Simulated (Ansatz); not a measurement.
# GaHCl2 + HCl: a complex and its separated parts

Aim: how far the complex at one end of a reaction step lies below its separated, relaxed parts, level by level.

Program: Ansatz 0.2.0, Gaussian basis. Level of theory: PBE0-D4/def2-TZVP structures, single points in def2-TZVPP, no counterpoise correction. These are calculated values, not measurements.

Levels: SPW92, PBE-D4, BLYP-D4, r2SCAN-D4, B97M-V, PBE0-D4, B3LYP-D4, r2SCAN0-D4, BHLYP-D4, CAM-B3LYP-D4, wB97X-V, wB97M-V, B2PLYP, PBE-QIDH, RPA on PBE, Hartree-Fock, MP2, CCSD, CCSD(T).

Cores are frozen in the correlated methods. Filled d shells of the heavier atoms are correlated. B3LYP uses VWN-RPA correlation. B2PLYP carries no dispersion term here.

94 further runs of the same task are left out: 94 set aside as unsound or not needed.

### Step 1. Starting geometry

The complex: 6 atoms, charge 0, spin multiplicity 1.

Atoms are counted from 1 here; the program's logs count them from 0.

Bond lengths: Ga1–H2 1.545 Å, Ga1–Cl3 2.164 Å, Ga1–Cl4 2.139 Å, Ga1–Cl6 2.717 Å, H5–Cl6 1.289 Å. Angles: H2–Ga1–Cl3 121.0°, H2–Ga1–Cl4 122.8°, H2–Ga1–Cl6 97.5°, Cl3–Ga1–Cl4 113.7°, Cl3–Ga1–Cl6 89.3°, Cl4–Ga1–Cl6 98.5°, Ga1–Cl6–H5 84.0°.

Geometry (Å):

```
atom     x (Å)     y (Å)     z (Å)
 Ga1   0.01647   0.70334  -0.50003
  H2   1.42770   1.11681  -0.97482
 Cl3  -1.05608  -0.90948  -1.46501
 Cl4  -1.22978   1.97863   0.68100
  H5   0.05246  -1.86546   0.80943
 Cl6   0.78914  -1.02383   1.44953
```

Its parts: GaHCl2 holds atoms 1, 2, 3, 4; HCl holds atoms 5, 6. Each part counts its atoms afresh in its own runs.

### Step 2. Relaxing GaHCl2 alone

relax-a/in.yaml reads:

```yaml
crystal:
  periodic: [false, false, false]
  atoms:
    - {symbol: Ga, position_ang: [0.016466, 0.703335, -0.500030]}
    - {symbol: H, position_ang: [1.427696, 1.116813, -0.974820]}
    - {symbol: Cl, position_ang: [-1.056078, -0.909483, -1.465006]}
    - {symbol: Cl, position_ang: [-1.229782, 1.978627, 0.680997]}
basis:
  gaussian: {orbitals: def2-TZVP}
hamiltonian: {xc: pbe0, dispersion: d4}
relax: {f_tol: 0.005, max_steps: 200}
```

Launch:

```console
ansatz run in.yaml --threads 4 --pin off --events-out ev --progress --plain --max-ram 9574MiB
```

The runs that follow: Relaxing HCl alone; SPW92/def2-TZVPP; PBE-D4/def2-TZVPP; BLYP-D4/def2-TZVPP; r2SCAN-D4/def2-TZVPP; B97M-V/def2-TZVPP; PBE0-D4/def2-TZVPP; B3LYP-D4/def2-TZVPP; r2SCAN0-D4/def2-TZVPP; BHLYP-D4/def2-TZVPP; CAM-B3LYP-D4/def2-TZVPP; wB97X-V/def2-TZVPP; wB97M-V/def2-TZVPP; B2PLYP/def2-TZVPP; PBE-QIDH/def2-TZVPP; RPA on PBE/def2-TZVPP; CCSD(T)/def2-TZVPP; Vibrations of GaHCl2; Vibrations of HCl.

Q: Predict the outcome of this session. Wanted: complex less parts, CCSD(T)/def2-TZVPP; with zero-point energy; largest T1 diagnostic.

The runs gave:

| quantity | value |
| --- | --- |
| complex less parts, CCSD(T)/def2-TZVPP | -6.2 kcal/mol |
| with zero-point energy | -5.1 kcal/mol |
| largest T1 diagnostic | 0.011 |

At CCSD(T) the complex lies 6.2 kcal/mol below its parts. The functionals run from BLYP-D4, off by -0.2 kcal/mol, to SPW92, off by -5.1 kcal/mol, against CCSD(T). Mean unsigned error by rung: LDA 5.1, GGA 0.8, meta-GGA 1.0, hybrid 0.9, range-separated hybrid 0.7, double hybrid 0.9 kcal/mol. PBE-D4 gives a relative energy 1.3 kcal/mol too low, outside chemical accuracy (1 kcal/mol). No counterpoise was applied, and triple zeta lacks some correlation, so the CCSD(T) reference has a basis error of its own, and close matches with it are partly luck.
